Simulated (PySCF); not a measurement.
**One shape, several levels: CH4ClFSSi (SMILES C[Si](F)(S)Cl)**

We compute a comparison of 5 runs (HF/STO-3G, HF/def2-SVP, B3LYP/6-31G*, B3LYP/def2-SVPD, MP2/6-311+G**) of CH4ClFSSi. Input form: a Python script.

The calculation is run with PySCF 2.14.0.

### 1 The molecule

CH4ClFSSi has 9 atoms, charge 0, and is taken as a singlet. SMILES: `C[Si](F)(S)Cl`. The coordinates come from a PBE0-D4/def2-TZVP relaxation. This is one conformer, not always the lowest.

Bond lengths: C1–Si2 1.843 Å, Si2–F3 1.593 Å, Si2–S4 2.117 Å, Si2–Cl5 2.040 Å, C1–H6 1.092 Å, C1–H7 1.093 Å, C1–H8 1.091 Å, S4–H9 1.346 Å. Some angles: C1–Si2–F3 107.8°, C1–Si2–S4 114.8°, C1–Si2–Cl5 111.2°, F3–Si2–S4 110.1°, F3–Si2–Cl5 107.5°, S4–Si2–Cl5 105.2°, Si2–C1–H6 110.0°, Si2–C1–H7 110.4°, Si2–C1–H8 110.5°, Si2–S4–H9 93.1°.

### 2 Energy and gradient at HF/STO-3G (run 1)

Input file calc.py:

```python
import pyscf.grad
from pyscf import gto, scf

mol = gto.M(
    atom=[
    ('C', (-0.227900, -0.923200, -0.725200)),
    ('Si', (0.536100, 0.480500, 0.193200)),
    ('F', (1.580000, -0.127500, 1.231300)),
    ('S', (-0.839100, 1.736900, 1.198400)),
    ('Cl', (1.567100, 1.712200, -1.065100)),
    ('H', (0.548600, -1.515600, -1.214500)),
    ('H', (-0.777400, -1.572700, -0.039500)),
    ('H', (-0.919500, -0.552100, -1.483000)),
    ('H', (-1.379300, 0.715100, 1.887400)),
],
    spin=0,
    max_memory=1860,
    basis='sto-3g',
    verbose=4,
)

myscf = scf.RHF(mol)
myscf.conv_tol = 1e-10
myscf.kernel()
if not myscf.converged:
    myscf = myscf.newton().run(myscf.mo_coeff, myscf.mo_occ)

etot = myscf.e_tot
print(f'total energy: {etot:.8f} hartree')
grad = myscf.Gradients().kernel()
dip = myscf.dip_moment()
pop, q = myscf.mulliken_pop()
```

Launch:

```console
$ OMP_NUM_THREADS=1 python calc.py
```

The program printed:

```text
PySCF version 2.14.0

[... 63 lines left out ...]
converged SCF energy = -1271.25483463169
total energy: -1271.25483463 hartree
[... 11 lines left out ...]
Dipole moment(X, Y, Z, Debye): -2.06270, -2.57233,  0.90764
[... 12 lines left out ...]
pop of  1 Si 3px          0.66260
pop of  1 Si 3py          0.69454
pop of  1 Si 3pz          0.63477
pop of  2 F 1s            1.99914
pop of  2 F 2s            1.95728
pop of  2 F 2px           1.74361
pop of  2 F 2py           1.87106
pop of  2 F 2pz           1.74514
pop of  3 S 1s            1.99991
pop of  3 S 2s            1.99674
pop of  3 S 3s            1.88020
pop of  3 S 2px           1.98865
pop of  3 S 2py           1.98373
pop of  3 S 2pz           1.98983
pop of  3 S 3px           1.45618
pop of  3 S 3py           1.25587
pop of  3 S 3pz           1.50854
pop of  4 Cl 1s           1.99997
pop of  4 Cl 2s           1.99900
pop of  4 Cl 3s           1.98258
pop of  4 Cl 2px          1.99738
pop of  4 Cl 2py          1.99645
pop of  4 Cl 2pz          1.99637
pop of  4 Cl 3px          1.84691
pop of  4 Cl 3py          1.79374
pop of  4 Cl 3pz          1.79005
pop of  5 H 1s            0.92540
pop of  6 H 1s            0.93301
pop of  7 H 1s            0.92668
pop of  8 H 1s            1.03616
 ** Mulliken atomic charges  **
charge of    0C =     -0.38433
charge of    1Si =      0.98392
charge of    2F =     -0.31623
charge of    3S =     -0.05966
charge of    4Cl =     -0.40245
charge of    5H =      0.07460
charge of    6H =      0.06699
charge of    7H =      0.07332
charge of    8H =     -0.03616
```

It took 4.2 s on 1 thread of Intel Xeon at 2.70GHz, shared host; peak memory 0.12 GiB.

### 3 Energy and gradient at HF/def2-SVP (run 2)

Input file run.py:

```python
from pyscf import gto

molecule = gto.M(
    atom='''
C       -0.227900      -0.923200      -0.725200
Si       0.536100       0.480500       0.193200
F        1.580000      -0.127500       1.231300
S       -0.839100       1.736900       1.198400
Cl       1.567100       1.712200      -1.065100
H        0.548600      -1.515600      -1.214500
H       -0.777400      -1.572700      -0.039500
H       -0.919500      -0.552100      -1.483000
H       -1.379300       0.715100       1.887400
''',
    basis='def2-svp',
    spin=0,
    max_memory=1860,
    charge=0,
    verbose=4,
)

mf = molecule.RHF()
mf.conv_tol = 1e-10
mf.kernel()
if not mf.converged:
    mf = mf.newton().run(mf.mo_coeff, mf.mo_occ)

e_final = mf.e_tot
print('E(%s) = %.9f' % ('HF', e_final))
grad = mf.nuc_grad_method().kernel()
dip = mf.dip_moment()
pop, q = mf.mulliken_pop()
```

Launch:

```console
$ OMP_NUM_THREADS=1 python run.py
```

The program printed:

```text
PySCF version 2.14.0

[... 65 lines left out ...]
converged SCF energy = -1285.29167682671
[... 12 lines left out ...]
Dipole moment(X, Y, Z, Debye): -1.90685, -2.00051, -0.40053
[... 73 lines left out ...]
pop of  4 Cl 3py          0.69918
pop of  4 Cl 3pz          0.69588
pop of  4 Cl 4px          1.12523
pop of  4 Cl 4py          1.10113
pop of  4 Cl 4pz          1.09260
pop of  4 Cl 3dxy         0.00504
pop of  4 Cl 3dyz         0.00682
pop of  4 Cl 3dz^2        0.00244
pop of  4 Cl 3dxz         0.00532
pop of  4 Cl 3dx2-y2      0.00230
pop of  5 H 1s            0.73500
pop of  5 H 2s            0.15362
pop of  5 H 2px           0.01142
pop of  5 H 2py           0.00906
pop of  5 H 2pz           0.00723
pop of  6 H 1s            0.73844
pop of  6 H 2s            0.16219
pop of  6 H 2px           0.00787
pop of  6 H 2py           0.01007
pop of  6 H 2pz           0.00982
pop of  7 H 1s            0.73661
pop of  7 H 2s            0.15250
pop of  7 H 2px           0.00992
pop of  7 H 2py           0.00648
pop of  7 H 2pz           0.01119
pop of  8 H 1s            0.70876
pop of  8 H 2s            0.17559
pop of  8 H 2px           0.00911
pop of  8 H 2py           0.01383
pop of  8 H 2pz           0.01085
 ** Mulliken atomic charges  **
charge of    0C =     -0.38607
charge of    1Si =      1.15001
charge of    2F =     -0.44867
charge of    3S =     -0.29931
charge of    4Cl =     -0.33638
charge of    5H =      0.08366
charge of    6H =      0.07161
charge of    7H =      0.08329
charge of    8H =      0.08186
```

It took 12 s on 1 thread of Intel Xeon at 2.70GHz, shared host; peak memory 0.22 GiB.

Runs 3 to 4 aren't shown in full; the table further down has their settings and results.

### 4 Energy and gradient at MP2/6-311+G(d,p) (run 5)

Input file run.py:

```python
import pyscf.grad
from pyscf import gto, mp

system = gto.M(
    atom='''
C   -0.227900  -0.923200  -0.725200
Si   0.536100   0.480500   0.193200
F    1.580000  -0.127500   1.231300
S   -0.839100   1.736900   1.198400
Cl   1.567100   1.712200  -1.065100
H    0.548600  -1.515600  -1.214500
H   -0.777400  -1.572700  -0.039500
H   -0.919500  -0.552100  -1.483000
H   -1.379300   0.715100   1.887400
''',
    basis='6-311+g**',
    verbose=4,
    max_memory=1860,
)

mf = system.RHF()
mf.conv_tol = 1e-10
mf.kernel()
if not mf.converged:
    mf = mf.newton().run(mf.mo_coeff, mf.mo_occ)

pt = mp.MP2(mf, frozen=17).run()
e_tot = pt.e_tot
print('E = %.10f Eh' % e_tot)
grad = pt.Gradients().kernel()
mf.analyze()
```

Launch:

```console
$ OMP_NUM_THREADS=1 python run.py
```

The program printed:

```text
PySCF version 2.14.0

[... 95 lines left out ...]
MO #4   energy= -26.3037258124853  occ= 2
[... 13 lines left out ...]
MO #18  energy= -1.60944025625132  occ= 2
[... 13 lines left out ...]
MO #32  energy= -0.45336405504866  occ= 2
[... 13 lines left out ...]
MO #46  energy= 0.168821074750038  occ= 0
[... 13 lines left out ...]
MO #60  energy= 0.412514981295954  occ= 0
[... 13 lines left out ...]
MO #74  energy= 0.670241593414673  occ= 0
[... 13 lines left out ...]
MO #88  energy= 1.13985669176563   occ= 0
[... 13 lines left out ...]
MO #102 energy= 1.67901895724993   occ= 0
[... 13 lines left out ...]
MO #116 energy= 2.28014374770907   occ= 0
[... 13 lines left out ...]
MO #130 energy= 3.14339311218542   occ= 0
[... 13 lines left out ...]
MO #144 energy= 10.4211662180487   occ= 0
[... 13 lines left out ...]
MO #158 energy= 219.288190571628   occ= 0
[... 131 lines left out ...]
pop of  4 Cl 3dxy         0.00331
pop of  4 Cl 3dyz         0.00478
pop of  4 Cl 3dz^2        0.00127
pop of  4 Cl 3dxz         0.00350
pop of  4 Cl 3dx2-y2      0.00128
pop of  5 H 1s            0.86308
pop of  5 H 2s            0.00556
pop of  5 H 3s            0.00206
pop of  5 H 2px           0.00046
pop of  5 H 2py           0.00047
pop of  5 H 2pz           0.00029
pop of  6 H 1s            0.87032
pop of  6 H 2s            0.00515
pop of  6 H 3s            0.00194
pop of  6 H 2px           0.00033
pop of  6 H 2py           0.00060
pop of  6 H 2pz           0.00032
pop of  7 H 1s            0.86280
pop of  7 H 2s            0.00533
pop of  7 H 3s            0.00204
pop of  7 H 2px           0.00051
pop of  7 H 2py           0.00011
pop of  7 H 2pz           0.00064
pop of  8 H 1s            0.89968
pop of  8 H 2s            0.00768
pop of  8 H 3s            0.00097
pop of  8 H 2px           0.00173
pop of  8 H 2py           0.00297
pop of  8 H 2pz           0.00231
 ** Mulliken atomic charges  **
charge of    0C =     -0.58632
charge of    1Si =      1.26337
charge of    2F =     -0.55721
charge of    3S =     -0.27070
charge of    4Cl =     -0.31181
charge of    5H =      0.12809
charge of    6H =      0.12135
charge of    7H =      0.12857
charge of    8H =      0.08467
Dipole moment(X, Y, Z, Debye): -2.06109, -2.07730, -0.40218
```

Run time: 2.1 min. Hardware: 1 thread of Intel Xeon at 2.70GHz, shared host; peak memory 2 GiB.

### 5 All runs side by side

```csv
run,level,Cartesian functions,integration grid,energy (Eh),dipole moment (D) of the reference,HOMO energy (eV),LUMO energy (eV),wall time
1,HF/STO-3G,no,–,-1271.254835,3.42,-8.08,9.20,4.2 s
2,HF/def2-SVP,no,–,-1285.291677,2.79,-10.85,3.90,12 s
3,B3LYP/6-31G* (Cartesian functions),yes,5,-1288.393374,2.89,-7.62,0.38,59 s
4,B3LYP/def2-SVPD,no,5,-1288.005763,2.50,-7.77,-0.44,99 s
5,MP2/6-311+G**,no,–,-1286.548796,2.95,-10.95,1.23,2.1 min
```

### 6 What came out

| quantity | value |
| --- | --- |
| run 5: total energy | -1286.54880 Eh |
| run 5: dipole moment (Hartree–Fock density) | 2.95 D |
| run 5: HOMO energy (Hartree–Fock orbitals) | -10.95 eV |
| run 5: LUMO energy (Hartree–Fock orbitals) | 1.23 eV |
| run 5: HOMO–LUMO gap (Hartree–Fock orbitals) | 12.18 eV |
| run 5: correlation energy (17 core orbitals frozen) | -724.1 mEh |
| run 5: largest force on an atom | 0.748 eV/Å |

**Reading.** Over runs 1, 2, 3, 4 the dipole moment (its size) runs from 2.50 D (B3LYP/def2-SVPD) to 3.42 D (HF/STO-3G). The two ends differ in method and basis. Over runs 1, 2, 3, 4 the HOMO–LUMO gap runs from 7.33 eV (B3LYP/def2-SVPD) to 17.28 eV (HF/STO-3G). In run 1 the basis is minimal, so the values are rough. All runs together took 5 min, the longest 2.1 min.
